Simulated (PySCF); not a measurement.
# C2H5BS2: core binding energies at several levels of theory

How much do the core binding energies of C2H5BS2 (`B1SCCS1`) depend on the level of theory, and what does each level cost?

Programs: PySCF 2.14.0, with density-fitted response routines of our own. Each step states its level of theory. These are calculated values for one molecule in the gas phase, unless marked as measured. Atoms count from 0, in the outputs and in this text.

## Step 1: The starting structure

10 atoms, charge 0, multiplicity 1; geometry from: PBE0-D3(BJ)/def2-SVP.

Bonds of the start (Å): B0–S1 1.79, S1–C2 1.83, C2–C3 1.51, C3–S4 1.83, S4–B0 1.79, B0–H5 1.20, C2–H6 1.10, C2–H7 1.10, C3–H8 1.10, C3–H9 1.10.

## Step 2: X-ray photoelectron lines: SCAN, X2C

The job: settings as JSON, then the geometry in Å.

```
{"job": {"kind": "xps"}, "charge": 0, "multiplicity": 1}
B      1.714353     0.400072    -0.008454
S      0.858264    -0.785766    -1.034534
C     -0.741617    -0.643236    -0.150512
C     -0.900917     0.752606     0.413226
S      0.689114     1.331023     1.119688
H      2.902488     0.560361    -0.071984
H     -0.743317    -1.398436     0.650881
H     -1.550004    -0.885242    -0.855272
H     -1.192301     1.468142    -0.371107
H     -1.662173     0.779739     1.206921
```

Level: delta-SCF UKS SCAN, pcX-2 on the ionised atom, pcseg-1 elsewhere, spin-free X2C.

The run is started by

```console
$ OMP_NUM_THREADS=1 python probes_run.py task.json out
```

One launch serves the whole session: the jobs run in the order shown.

The program printed:

```text
ground state, core basis on atom 0 (B), 134 functions
  cycle   1  E = -902.41086589  |g| = 2.63e-01
  cycle   2  E = -902.40633654  |g| = 3.02e-01
  cycle   3  E = -902.43330063  |g| = 6.78e-02
  cycle   4  E = -902.43451985  |g| = 2.20e-02
  cycle   5  E = -902.43465660  |g| = 6.48e-03
  cycle   6  E = -902.43466605  |g| = 1.92e-03
  cycle   7  E = -902.43466682  |g| = 1.11e-03
  cycle   8  E = -902.43466740  |g| = 1.65e-04
  E(ground) = -902.46993233 Eh
hole in B 1s of atom 0
  cycle   1  E = -894.79610392  |g| = 1.18e+00
  cycle   2  E = -893.25878740  |g| = 1.99e+00
  cycle   3  E = -895.10475933  |g| = 4.38e-01
  cycle   4  E = -895.18321322  |g| = 2.79e-01
  cycle   5  E = -895.22936198  |g| = 6.39e-02
  cycle   6  E = -895.23140491  |g| = 2.67e-02
  cycle   7  E = -895.23150513  |g| = 2.75e-02
  cycle   8  E = -895.23204584  |g| = 1.45e-02
  cycle   9  E = -895.23223426  |g| = 5.41e-03
  cycle  10  E = -895.23227269  |g| = 2.89e-03
  cycle  11  E = -895.23228853  |g| = 5.45e-04
  cycle  12  E = -895.23228658  |g| = 1.88e-04
  E(ion) = -895.26882098 Eh   <S^2> = 0.8380   hole on atom = 1.000   binding energy = 195.952 eV
ground state, core basis on atom 1 (S), 145 functions
  cycle   1  E = -902.58859515  |g| = 4.05e-01
  cycle   2  E = -902.58828714  |g| = 4.75e-02
  cycle   3  E = -902.58677589  |g| = 8.22e-02
  cycle   4  E = -902.58893147  |g| = 5.85e-03
  cycle   5  E = -902.58893974  |g| = 2.86e-03
  cycle   6  E = -902.58894060  |g| = 4.09e-04
  E(ground) = -902.60837948 Eh
hole in S 1s of atom 1
  cycle   1  E = -810.34430597  |g| = 5.08e+00
  cycle   2  E = -809.78969026  |g| = 2.50e+00
  cycle   3  E = -807.24722391  |g| = 2.17e+00
  cycle   4  E = -811.37360453  |g| = 5.37e-01
  cycle   5  E = -811.48799200  |g| = 3.59e-01
  cycle   6  E = -811.55833937  |g| = 1.24e-01
  cycle   7  E = -811.56660274  |g| = 4.15e-02
  cycle   8  E = -811.56756526  |g| = 6.50e-03
  cycle   9  E = -811.56758708  |g| = 2.72e-03
  cycle  10  E = -811.56758969  |g| = 1.10e-03
  cycle  11  E = -811.56759084  |g| = 4.53e-04
  E(ion) = -811.57832953 Eh   <S^2> = 0.7515   hole on atom = 1.000   binding energy = 2477.054 eV
hole in S 2p of atom 1
  cycle   1  E = -895.89619572  |g| = 1.53e+00
  cycle   2  E = -895.20402347  |g| = 1.65e+00
  cycle   3  E = -896.10691061  |g| = 5.76e-01
  cycle   4  E = -896.30838323  |g| = 2.37e-01
  cycle   5  E = -896.33677408  |g| = 1.22e-01
  cycle   6  E = -896.34559073  |g| = 3.02e-02
  cycle   7  E = -896.34606215  |g| = 1.04e-02
  cycle   8  E = -896.34611972  |g| = 2.99e-03
  cycle   9  E = -896.34612475  |g| = 2.24e-03
  cycle  10  E = -896.34612601  |g| = 5.69e-04
  cycle  11  E = -896.34612747  |g| = 2.90e-04
  E(ion) = -896.37085345 Eh   <S^2> = 0.7553   hole on atom = 1.001   binding energy = 169.732 eV
  2p3/2 = 169.181 eV   2p1/2 = 170.418 eV
ground state, core basis on atom 2 (C), 134 functions
  cycle   1  E = -902.44194312  |g| = 6.43e-02
  cycle   2  E = -902.44135260  |g| = 5.38e-02
  cycle   3  E = -902.44193877  |g| = 3.07e-02
  cycle   4  E = -902.44223600  |g| = 5.61e-03
  cycle   5  E = -902.44224285  |g| = 9.13e-04
  cycle   6  E = -902.44224447  |g| = 2.27e-04
  E(ground) = -902.47550535 Eh
hole in C 1s of atom 2
  cycle   1  E = -891.13977396  |g| = 1.51e+00
  cycle   2  E = -889.82233127  |g| = 2.17e+00
  cycle   3  E = -891.60581766  |g| = 4.52e-01
  cycle   4  E = -891.66739896  |g| = 2.78e-01
  cycle   5  E = -891.71614486  |g| = 8.42e-02
  cycle   6  E = -891.71957535  |g| = 1.56e-02
  cycle   7  E = -891.71972919  |g| = 5.93e-03
  cycle   8  E = -891.71975985  |g| = 2.59e-03
  cycle   9  E = -891.71976690  |g| = 1.99e-03
  cycle  10  E = -891.71976943  |g| = 9.31e-04
  cycle  11  E = -891.71977081  |g| = 4.10e-04
  E(ion) = -891.75406680 Eh   <S^2> = 0.7766   hole on atom = 1.000   binding energy = 291.745 eV
```

It took 20 s on 1 thread of Arm Neoverse V2, shared host; peak memory 0.46 GiB.

The holes in one table. −ε is the ground-state orbital energy:

| hole | stands for | environment | ΔSCF (eV; 2p as the shell's mean) | −ε (eV) | ⟨S²⟩ |
| --- | --- | --- | --- | --- | --- |
| B1s on B0 | B0 | boron bonded to 2 S, H, in a 5-membered ring | 195.95 | 180.9 | 0.838 |
| S1s on S1 | S1, S4 | sulfur bonded to C, B, in a 5-membered ring | 2477.05 | 2415.1 | 0.751 |
| S2p on S1 | S1, S4 | sulfur bonded to C, B, in a 5-membered ring | 169.59 | 158.2 | 0.755 |
| C1s on C2 | C2, C3 | sp3 CH2 bonded to S | 291.75 | 275.2 | 0.777 |

Each hole run stands for the others of its class of like atoms.

With the spin-orbit splitting: S1 2p3/2 169.18, 2p1/2 170.42 eV. The table gives each 2p level as the mean over the whole 2p shell (two parts 2p3/2, one part 2p1/2), which differs a little from the single hole in the log.

## Step 3: X-ray photoelectron lines: B3LYP, X2C

Same as in step 2 but for these lines:

```diff
@@ -1,2 +1,2 @@
-{"job": {"kind": "xps"}, "charge": 0, "multiplicity": 1}
+{"job": {"kind": "xps", "xc": "B3LYP"}, "charge": 0, "multiplicity": 1}
 B      1.714353     0.400072    -0.008454
```

With the program's defaults for keys left out, this is: delta-SCF UKS B3LYP, pcX-2 on the ionised atom, pcseg-1 elsewhere, spin-free X2C.

The program printed:

```text
ground state, core basis on atom 0 (B), 134 functions
  cycle   1  E = -902.48011080  |g| = 1.92e-01
  cycle   2  E = -902.48571864  |g| = 1.57e-01
  cycle   3  E = -902.49388485  |g| = 3.77e-02
  cycle   4  E = -902.49422408  |g| = 1.78e-02
  cycle   5  E = -902.49431675  |g| = 4.46e-03
  cycle   6  E = -902.49432220  |g| = 8.56e-04
  cycle   7  E = -902.49432419  |g| = 4.03e-04
  E(ground) = -902.49414478 Eh
hole in B 1s of atom 0
  cycle   1  E = -894.83995803  |g| = 1.18e+00
  cycle   2  E = -893.58459629  |g| = 1.89e+00
  cycle   3  E = -895.19750863  |g| = 3.71e-01
  cycle   4  E = -895.26309710  |g| = 1.84e-01
  cycle   5  E = -895.28234977  |g| = 4.41e-02
  cycle   6  E = -895.28334758  |g| = 1.15e-02
  cycle   7  E = -895.28344338  |g| = 4.33e-03
  cycle   8  E = -895.28347371  |g| = 1.86e-03
  cycle   9  E = -895.28348911  |g| = 9.94e-04
  cycle  10  E = -895.28349082  |g| = 1.13e-03
  cycle  11  E = -895.28349083  |g| = 1.13e-04
  E(ion) = -895.28326512 Eh   <S^2> = 0.7794   hole on atom = 1.000   binding energy = 196.218 eV
ground state, core basis on atom 1 (S), 145 functions
  cycle   1  E = -902.63509282  |g| = 2.23e-01
  cycle   2  E = -902.63517649  |g| = 4.00e-02
  cycle   3  E = -902.63514406  |g| = 2.99e-02
  cycle   4  E = -902.63532142  |g| = 8.16e-03
  cycle   5  E = -902.63534368  |g| = 1.24e-03
  cycle   6  E = -902.63534117  |g| = 2.20e-04
  E(ground) = -902.63511860 Eh
hole in S 1s of atom 1
  cycle   1  E = -810.47302443  |g| = 5.14e+00
  cycle   2  E = -810.53188818  |g| = 2.30e+00
  cycle   3  E = -810.91889712  |g| = 1.14e+00
  cycle   4  E = -811.60316454  |g| = 3.50e-01
  cycle   5  E = -811.67161884  |g| = 1.38e-01
  cycle   6  E = -811.68249924  |g| = 4.16e-02
  cycle   7  E = -811.68345503  |g| = 1.57e-02
  cycle   8  E = -811.68359429  |g| = 1.18e-03
  cycle   9  E = -811.68359479  |g| = 6.59e-04
  cycle  10  E = -811.68359509  |g| = 2.16e-04
  E(ion) = -811.68340250 Eh   <S^2> = 0.7515   hole on atom = 1.000   binding energy = 2474.922 eV
hole in S 2p of atom 1
  cycle   1  E = -895.97279527  |g| = 1.52e+00
  cycle   2  E = -895.70874498  |g| = 1.39e+00
  cycle   3  E = -896.31438908  |g| = 3.64e-01
  cycle   4  E = -896.39081460  |g| = 1.61e-01
  cycle   5  E = -896.40653121  |g| = 5.90e-02
  cycle   6  E = -896.40849750  |g| = 1.01e-02
  cycle   7  E = -896.40855546  |g| = 2.01e-03
  cycle   8  E = -896.40855701  |g| = 6.45e-04
  cycle   9  E = -896.40855758  |g| = 3.23e-04
  E(ion) = -896.40832342 Eh   <S^2> = 0.7531   hole on atom = 1.001   binding energy = 169.440 eV
  2p3/2 = 168.937 eV   2p1/2 = 170.162 eV
ground state, core basis on atom 2 (C), 134 functions
  cycle   1  E = -902.50015189  |g| = 4.28e-02
  cycle   2  E = -902.50008396  |g| = 2.24e-02
  cycle   3  E = -902.50011257  |g| = 1.95e-02
  cycle   4  E = -902.50022012  |g| = 1.56e-03
  cycle   5  E = -902.50022111  |g| = 3.95e-04
  E(ground) = -902.49996090 Eh
hole in C 1s of atom 2
  cycle   1  E = -891.20728983  |g| = 1.52e+00
  cycle   2  E = -890.25844071  |g| = 2.01e+00
  cycle   3  E = -891.72037708  |g| = 3.40e-01
  cycle   4  E = -891.76519996  |g| = 1.48e-01
  cycle   5  E = -891.77760312  |g| = 4.81e-02
  cycle   6  E = -891.77880396  |g| = 7.38e-03
  cycle   7  E = -891.77883811  |g| = 2.32e-03
  cycle   8  E = -891.77884233  |g| = 1.45e-03
  cycle   9  E = -891.77884577  |g| = 5.44e-04
  cycle  10  E = -891.77884628  |g| = 1.95e-04
  E(ion) = -891.77856231 Eh   <S^2> = 0.7628   hole on atom = 1.000   binding energy = 291.744 eV
```

Wall time 24 s (1 thread of Arm Neoverse V2, shared host); peak memory 0.52 GiB.

The holes in one table. −ε is the ground-state orbital energy:

| hole | stands for | environment | ΔSCF (eV; 2p as the shell's mean) | −ε (eV) | ⟨S²⟩ |
| --- | --- | --- | --- | --- | --- |
| B1s on B0 | B0 | boron bonded to 2 S, H, in a 5-membered ring | 196.22 | 184.6 | 0.779 |
| S1s on S1 | S1, S4 | sulfur bonded to C, B, in a 5-membered ring | 2474.92 | 2425.3 | 0.752 |
| S2p on S1 | S1, S4 | sulfur bonded to C, B, in a 5-membered ring | 169.35 | 160.5 | 0.753 |
| C1s on C2 | C2, C3 | sp3 CH2 bonded to S | 291.74 | 278.4 | 0.763 |

Each hole run stands for the others of its class of like atoms.

With the spin-orbit splitting: S1 2p3/2 168.94, 2p1/2 170.16 eV. The table gives each 2p level as the mean over the whole 2p shell (two parts 2p3/2, one part 2p1/2), which differs a little from the single hole in the log.

## Step 4: Core holes by ΔSCF: PBE0, X2C

Same as in step 3 but for these lines:

```diff
@@ -1,2 +1,2 @@
-{"job": {"kind": "xps", "xc": "B3LYP"}, "charge": 0, "multiplicity": 1}
+{"job": {"kind": "xps", "xc": "PBE0"}, "charge": 0, "multiplicity": 1}
 B      1.714353     0.400072    -0.008454
```

With the program's defaults for keys left out, this is: delta-SCF UKS PBE0, pcX-2 on the ionised atom, pcseg-1 elsewhere, spin-free X2C.

The program printed:

```text
ground state, core basis on atom 0 (B), 134 functions
  cycle   1  E = -902.03258780  |g| = 1.73e-01
  cycle   2  E = -902.03803659  |g| = 1.38e-01
  cycle   3  E = -902.04426108  |g| = 4.14e-02
  cycle   4  E = -902.04468801  |g| = 1.76e-02
  cycle   5  E = -902.04477249  |g| = 3.10e-03
  cycle   6  E = -902.04477545  |g| = 4.78e-04
  E(ground) = -902.04444790 Eh
hole in B 1s of atom 0
  cycle   1  E = -894.41336586  |g| = 1.18e+00
  cycle   2  E = -893.36728519  |g| = 1.75e+00
  cycle   3  E = -894.77009207  |g| = 3.68e-01
  cycle   4  E = -894.84038088  |g| = 1.54e-01
  cycle   5  E = -894.85373525  |g| = 3.89e-02
  cycle   6  E = -894.85454852  |g| = 1.05e-02
  cycle   7  E = -894.85465695  |g| = 4.64e-03
  cycle   8  E = -894.85471394  |g| = 2.48e-03
  cycle   9  E = -894.85475077  |g| = 1.10e-03
  cycle  10  E = -894.85475336  |g| = 1.07e-03
  cycle  11  E = -894.85475349  |g| = 1.42e-04
  E(ion) = -894.85440365 Eh   <S^2> = 0.7995   hole on atom = 1.000   binding energy = 195.651 eV
ground state, core basis on atom 1 (S), 145 functions
  cycle   1  E = -902.18558071  |g| = 2.77e-01
  cycle   2  E = -902.18563034  |g| = 3.32e-02
  cycle   3  E = -902.18556254  |g| = 2.96e-02
  cycle   4  E = -902.18576151  |g| = 6.57e-03
  cycle   5  E = -902.18577218  |g| = 9.92e-04
  cycle   6  E = -902.18577319  |g| = 1.96e-04
  E(ground) = -902.18552760 Eh
hole in S 1s of atom 1
  cycle   1  E = -810.04513730  |g| = 5.13e+00
  cycle   2  E = -810.29509492  |g| = 2.14e+00
  cycle   3  E = -810.72973929  |g| = 9.52e-01
  cycle   4  E = -811.19423323  |g| = 3.05e-01
  cycle   5  E = -811.24740913  |g| = 1.15e-01
  cycle   6  E = -811.25511726  |g| = 2.83e-02
  cycle   7  E = -811.25556068  |g| = 1.07e-02
  cycle   8  E = -811.25562374  |g| = 9.12e-04
  cycle   9  E = -811.25562378  |g| = 4.78e-04
  E(ion) = -811.25539827 Eh   <S^2> = 0.7516   hole on atom = 1.000   binding energy = 2474.335 eV
hole in S 2p of atom 1
  cycle   1  E = -895.52914083  |g| = 1.52e+00
  cycle   2  E = -895.38801653  |g| = 1.27e+00
  cycle   3  E = -895.89270460  |g| = 3.20e-01
  cycle   4  E = -895.95246516  |g| = 1.33e-01
  cycle   5  E = -895.96323606  |g| = 4.66e-02
  cycle   6  E = -895.96446246  |g| = 7.67e-03
  cycle   7  E = -895.96449538  |g| = 1.63e-03
  cycle   8  E = -895.96449810  |g| = 5.63e-04
  cycle   9  E = -895.96449747  |g| = 3.29e-04
  E(ion) = -895.96423093 Eh   <S^2> = 0.7538   hole on atom = 1.001   binding energy = 169.290 eV
  2p3/2 = 168.792 eV   2p1/2 = 170.013 eV
ground state, core basis on atom 2 (C), 134 functions
  cycle   1  E = -902.05073278  |g| = 5.89e-02
  cycle   2  E = -902.05068530  |g| = 2.16e-02
  cycle   3  E = -902.05066439  |g| = 2.29e-02
  cycle   4  E = -902.05081131  |g| = 1.43e-03
  cycle   5  E = -902.05081151  |g| = 3.21e-04
  E(ground) = -902.05040251 Eh
hole in C 1s of atom 2
  cycle   1  E = -890.77604449  |g| = 1.52e+00
  cycle   2  E = -890.01821281  |g| = 1.87e+00
  cycle   3  E = -891.29243880  |g| = 3.28e-01
  cycle   4  E = -891.33687912  |g| = 1.24e-01
  cycle   5  E = -891.34548230  |g| = 4.07e-02
  cycle   6  E = -891.34636130  |g| = 6.52e-03
  cycle   7  E = -891.34639250  |g| = 2.31e-03
  cycle   8  E = -891.34639894  |g| = 1.45e-03
  cycle   9  E = -891.34640119  |g| = 5.89e-04
  cycle  10  E = -891.34640149  |g| = 1.57e-04
  E(ion) = -891.34597815 Eh   <S^2> = 0.7671   hole on atom = 1.000   binding energy = 291.282 eV
```

It took 22 s on 1 thread of Arm Neoverse V2, shared host; peak memory 0.52 GiB.

Binding energies by hole, beside the orbital energy of the ground state; the difference holds orbital relaxation and, for a density functional, its self-interaction error:

| hole | stands for | environment | ΔSCF (eV; 2p as the shell's mean) | −ε (eV) | ⟨S²⟩ |
| --- | --- | --- | --- | --- | --- |
| B1s on B0 | B0 | boron bonded to 2 S, H, in a 5-membered ring | 195.65 | 185.6 | 0.800 |
| S1s on S1 | S1, S4 | sulfur bonded to C, B, in a 5-membered ring | 2474.33 | 2430.0 | 0.752 |
| S2p on S1 | S1, S4 | sulfur bonded to C, B, in a 5-membered ring | 169.20 | 161.7 | 0.754 |
| C1s on C2 | C2, C3 | sp3 CH2 bonded to S | 291.28 | 279.8 | 0.767 |

Each hole run stands for the others of its class of like atoms.

With the spin-orbit splitting: S1 2p3/2 168.79, 2p1/2 170.01 eV. The table gives each 2p level as the mean over the whole 2p shell (two parts 2p3/2, one part 2p1/2), which differs a little from the single hole in the log.

## Step 5: Core holes by ΔSCF: PBE, X2C

Same as in step 4 but for these lines:

```diff
@@ -1,2 +1,2 @@
-{"job": {"kind": "xps", "xc": "PBE0"}, "charge": 0, "multiplicity": 1}
+{"job": {"kind": "xps", "xc": "PBE"}, "charge": 0, "multiplicity": 1}
 B      1.714353     0.400072    -0.008454
```

Level: delta-SCF UKS PBE, pcX-2 on the ionised atom, pcseg-1 elsewhere, spin-free X2C.

The program printed:

```text
ground state, core basis on atom 0 (B), 134 functions
  cycle   1  E = -901.94053414  |g| = 2.84e-01
  cycle   2  E = -901.91454660  |g| = 4.15e-01
  cycle   3  E = -901.96674836  |g| = 7.97e-02
  cycle   4  E = -901.96859229  |g| = 2.06e-02
  cycle   5  E = -901.96871638  |g| = 6.43e-03
  cycle   6  E = -901.96872689  |g| = 2.19e-03
  cycle   7  E = -901.96872802  |g| = 6.23e-04
  cycle   8  E = -901.96872868  |g| = 6.12e-05
  E(ground) = -901.96831483 Eh
hole in B 1s of atom 0
  cycle   1  E = -894.35368120  |g| = 1.19e+00
  cycle   2  E = -892.47302989  |g| = 2.17e+00
  cycle   3  E = -894.66531038  |g| = 4.55e-01
  cycle   4  E = -894.72817340  |g| = 3.42e-01
  cycle   5  E = -894.79595784  |g| = 8.80e-02
  cycle   6  E = -894.79987159  |g| = 2.14e-02
  cycle   7  E = -894.80009234  |g| = 1.01e-02
  cycle   8  E = -894.80013472  |g| = 5.60e-03
  cycle   9  E = -894.80015225  |g| = 3.42e-03
  cycle  10  E = -894.80016250  |g| = 5.61e-04
  cycle  11  E = -894.80016378  |g| = 2.35e-04
  E(ion) = -894.79971228 Eh   <S^2> = 0.7873   hole on atom = 1.000   binding energy = 195.068 eV
ground state, core basis on atom 1 (S), 145 functions
  cycle   1  E = -902.11096769  |g| = 3.54e-01
  cycle   2  E = -902.11090865  |g| = 5.18e-02
  cycle   3  E = -902.11023146  |g| = 6.27e-02
  cycle   4  E = -902.11115255  |g| = 1.84e-02
  cycle   5  E = -902.11126721  |g| = 3.02e-03
  cycle   6  E = -902.11126901  |g| = 5.58e-04
  cycle   7  E = -902.11126863  |g| = 2.47e-04
  E(ground) = -902.11093762 Eh
hole in S 1s of atom 1
  cycle   1  E = -810.01146705  |g| = 5.17e+00
  cycle   2  E = -808.51586599  |g| = 2.90e+00
  cycle   3  E = -803.55223536  |g| = 2.84e+00
  cycle   4  E = -811.16013174  |g| = 3.42e-01
  cycle   5  E = -811.13539411  |g| = 4.19e-01
  cycle   6  E = -811.22423103  |g| = 1.01e-01
  cycle   7  E = -811.22993792  |g| = 3.62e-02
  cycle   8  E = -811.23073014  |g| = 1.26e-02
  cycle   9  E = -811.23082776  |g| = 3.67e-03
  cycle  10  E = -811.23083555  |g| = 4.47e-04
  E(ion) = -811.23053131 Eh   <S^2> = 0.7512   hole on atom = 1.000   binding energy = 2472.982 eV
hole in S 2p of atom 1
  cycle   1  E = -895.46543187  |g| = 1.53e+00
  cycle   2  E = -894.07945861  |g| = 1.97e+00
  cycle   3  E = -895.51791533  |g| = 7.28e-01
  cycle   4  E = -895.87138013  |g| = 2.20e-01
  cycle   5  E = -895.89128959  |g| = 1.40e-01
  cycle   6  E = -895.90277543  |g| = 3.88e-02
  cycle   7  E = -895.90362676  |g| = 1.05e-02
  cycle   8  E = -895.90367417  |g| = 5.15e-03
  cycle   9  E = -895.90368737  |g| = 9.35e-04
  cycle  10  E = -895.90368962  |g| = 3.07e-04
  E(ion) = -895.90333337 Eh   <S^2> = 0.7521   hole on atom = 1.001   binding energy = 168.918 eV
  2p3/2 = 168.393 eV   2p1/2 = 169.628 eV
ground state, core basis on atom 2 (C), 134 functions
  cycle   1  E = -901.97466321  |g| = 7.29e-02
  cycle   2  E = -901.97445293  |g| = 3.25e-02
  cycle   3  E = -901.97412190  |g| = 4.64e-02
  cycle   4  E = -901.97474261  |g| = 3.63e-03
  cycle   5  E = -901.97474823  |g| = 9.96e-04
  cycle   6  E = -901.97474878  |g| = 1.08e-04
  E(ground) = -901.97423637 Eh
hole in C 1s of atom 2
  cycle   1  E = -890.71427795  |g| = 1.53e+00
  cycle   2  E = -888.86916670  |g| = 2.46e+00
  cycle   3  E = -891.13409340  |g| = 4.96e-01
  cycle   4  E = -891.17780959  |g| = 3.93e-01
  cycle   5  E = -891.28081168  |g| = 9.58e-02
  cycle   6  E = -891.28514517  |g| = 2.19e-02
  cycle   7  E = -891.28537833  |g| = 9.66e-03
  cycle   8  E = -891.28543006  |g| = 3.22e-03
  cycle   9  E = -891.28543669  |g| = 7.48e-04
  cycle  10  E = -891.28543764  |g| = 4.29e-04
  E(ion) = -891.28490826 Eh   <S^2> = 0.7634   hole on atom = 1.000   binding energy = 290.871 eV
```

Wall time 12 s (1 thread of Arm Neoverse V2, shared host); peak memory 0.52 GiB.

The holes in one table. −ε is the ground-state orbital energy:

| hole | stands for | environment | ΔSCF (eV; 2p as the shell's mean) | −ε (eV) | ⟨S²⟩ |
| --- | --- | --- | --- | --- | --- |
| B1s on B0 | B0 | boron bonded to 2 S, H, in a 5-membered ring | 195.07 | 177.8 | 0.787 |
| S1s on S1 | S1, S4 | sulfur bonded to C, B, in a 5-membered ring | 2472.98 | 2403.1 | 0.751 |
| S2p on S1 | S1, S4 | sulfur bonded to C, B, in a 5-membered ring | 168.80 | 155.0 | 0.752 |
| C1s on C2 | C2, C3 | sp3 CH2 bonded to S | 290.87 | 270.5 | 0.763 |

Each hole run stands for the others of its class of like atoms.

With the spin-orbit splitting: S1 2p3/2 168.39, 2p1/2 169.63 eV. The table gives each 2p level as the mean over the whole 2p shell (two parts 2p3/2, one part 2p1/2), which differs a little from the single hole in the log.

(Part 1 of 2 ends here.)
